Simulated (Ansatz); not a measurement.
**GaH₇O₂Si₂: a ladder of functionals and wavefunction methods**

An exercise on one series of results from a longer session: the logs are not shown, and one member is left open.

Computed with Ansatz 0.2.0, Gaussian basis. Level: functionals in def2-TZVPP, the program's frozen cores in correlated methods.

The runs, in order: LDA (SPW92), PBE-D4, revPBE-D4, BLYP-D4, r2SCAN-D4, B97M-V, PBE0-D4, B3LYP-D4, r2SCANh-D4, r2SCAN0-D4, HSE06-D4, BHLYP-D4, CAM-B3LYP-D4, LC-ωPBE, ωB97X-V, ωB97M-V, B2PLYP, PBE-QIDH; CCSD(T)/def2-SVP; MP2/def2-TZVPP; MP2/def2-QZVPP; RPA on PBE.

### The geometry

An earlier PBE0-D4 in a triple-zeta def2 set relaxation fixed the geometry.

SMILES `[SiH3][O][GaH][O][SiH3]`, 12 atoms, charge 0, spin multiplicity 1.

Atoms are counted from 1 here; the program's logs count them from 0.

Bond lengths: Si1–O2 1.633 Å, Si1–H6 1.490 Å, Si1–H7 1.488 Å, Si1–H8 1.486 Å, O2–Ga3 1.772 Å, Ga3–O4 1.772 Å, Ga3–H9 1.538 Å, O4–Si5 1.633 Å, Si5–H10 1.488 Å, Si5–H11 1.486 Å, Si5–H12 1.490 Å. Angles: O2–Si1–H6 111.1°, O2–Si1–H7 110.7°, O2–Si1–H8 108.8°, H6–Si1–H7 108.4°, H6–Si1–H8 108.7°, H7–Si1–H8 109.0°, Si1–O2–Ga3 141.1°, O2–Ga3–O4 115.7°, O2–Ga3–H9 122.1°, O4–Ga3–H9 122.1°, Ga3–O4–Si5 140.9°, O4–Si5–H10 110.6°, O4–Si5–H11 108.9°, O4–Si5–H12 111.1°, H10–Si5–H11 109.0°, H10–Si5–H12 108.4°, H11–Si5–H12 108.7°.

The first run:

Contents of in.yaml:

```yaml
crystal:
  periodic: [false, false, false]
  atoms:
    - {symbol: Si, position_ang: [-1.781611, 0.249678, 1.103739]}
    - {symbol: O, position_ang: [-0.885652, -1.115414, 1.086968]}
    - {symbol: Ga, position_ang: [0.647539, -1.751539, 0.466688]}
    - {symbol: O, position_ang: [1.548543, -0.672394, -0.612490]}
    - {symbol: Si, position_ang: [1.407118, 0.764818, -1.374613]}
    - {symbol: H, position_ang: [-0.914096, 1.461678, 1.110936]}
    - {symbol: H, position_ang: [-2.666782, 0.312396, -0.090358]}
    - {symbol: H, position_ang: [-2.621742, 0.257257, 2.329704]}
    - {symbol: H, position_ang: [1.163672, -3.150967, 0.840734]}
    - {symbol: H, position_ang: [1.925854, 1.864843, -0.517936]}
    - {symbol: H, position_ang: [2.192668, 0.720774, -2.635407]}
    - {symbol: H, position_ang: [-0.015513, 1.058870, -1.707956]}
basis:
  gaussian: {orbitals: def2-TZVPP}
hamiltonian: {xc: lda}
output: {orbitals: {seedname: orbitals}}
```

Run with:

```
ansatz run in.yaml --threads 4 --pin off --events-out ev --progress --plain --max-ram 10444MiB
```

Among the steps run: LDA; PBE-D4 (GGA); revPBE-D4 (GGA); BLYP-D4 (GGA); r2SCAN-D4 (meta-GGA); B97M-V (meta-GGA); B3LYP-D4 (hybrid); r2SCANh-D4 (hybrid); r2SCAN0-D4 (hybrid); HSE06-D4 (hybrid); BHLYP-D4 (hybrid); CAM-B3LYP-D4 (range-separated); LC-ωPBE (range-separated); ωB97X-V (range-separated); ωB97M-V (range-separated); B2PLYP (double hybrid); PBE-QIDH (double hybrid).

One table of the session follows, with a row left open; its other results are not shown here.

It belongs to the step «Frontier levels by functional». 

| functional | HOMO (eV) | gap (eV) |
| --- | --- | --- |
| LDA (SPW92) | -7.15 | 5.05 |
| PBE-D4 | -7.05 | 5.22 |
| revPBE-D4 | -7.01 | 5.30 |
| BLYP-D4 | -6.97 | 5.18 |
| r2SCAN-D4 | -7.40 | 5.88 |
| B97M-V | -7.53 | 5.71 |
| PBE0-D4 | ? | ? |
| B3LYP-D4 | -8.27 | 6.96 |
| r2SCANh-D4 | -7.92 | 6.69 |
| r2SCAN0-D4 | -8.71 | 7.89 |
| HSE06-D4 | -8.07 | 6.69 |
| BHLYP-D4 | -9.85 | 9.57 |
| CAM-B3LYP-D4 | -9.89 | 9.76 |
| LC-ωPBE | -11.23 | 12.32 |
| ωB97X-V | -10.90 | 11.82 |
| ωB97M-V | -10.76 | 11.40 |

**Question.** Estimate the row for PBE0-D4.

As computed: HOMO (eV): -8.47; gap (eV): 7.46. In the column «HOMO (eV)» it lies between r2SCAN0-D4 (-8.71) and B3LYP-D4 (-8.27).
